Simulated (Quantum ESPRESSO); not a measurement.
NiO:

```
Ni O
1.0
     3.11586    0.00000    0.00000
     0.00000    3.11586    0.00000
     0.00000    0.00000    4.56222
Ni O
2 2
Direct
  0.00000 0.00000 0.00000
  0.50000 0.50000 0.00000
  0.50000 0.00000 0.26700
  0.00000 0.50000 0.73300
```

The cell was built by a generator and needn't be a form met in nature.

Base run:

- Program: Quantum ESPRESSO 7.5
- Functional: LDA
- Potentials or basis: GBRV 1.5 LDA
- Cutoff: 612 eV
- Density cutoff: 4898 eV
- k mesh: 6 × 6 × 4
- Occupations: gaussian, width 0.05 eV
- Spin: collinear spin, ferromagnetic start
- Starting moments: [2.0, 2.0, 0.0, 0.0] μB
- Hubbard terms: Ni d U = 6 eV

Its results: band gap on the k mesh none (metal or under the smearing width); pressure 17.1 GPa; net moment 4.00 μB per cell; site moments Ni +1.48; O +0.44 μB; largest force 0.552 eV/Å.

The run is repeated on the same cell with these changes: hubbard terms from Ni d U = 6 eV to Ni d U = 2 eV. What comes out?

Band gap on the k mesh none (metal or under the smearing width); pressure 8.1 GPa; net moment 4.00 μB per cell; site moments Ni +1.38; O +0.58 μB; largest force 1.502 eV/Å.

Caveats: forces of over 1 eV/Å show positions far from the minimum, so gaps and moduli don't describe the material at rest (some runs).
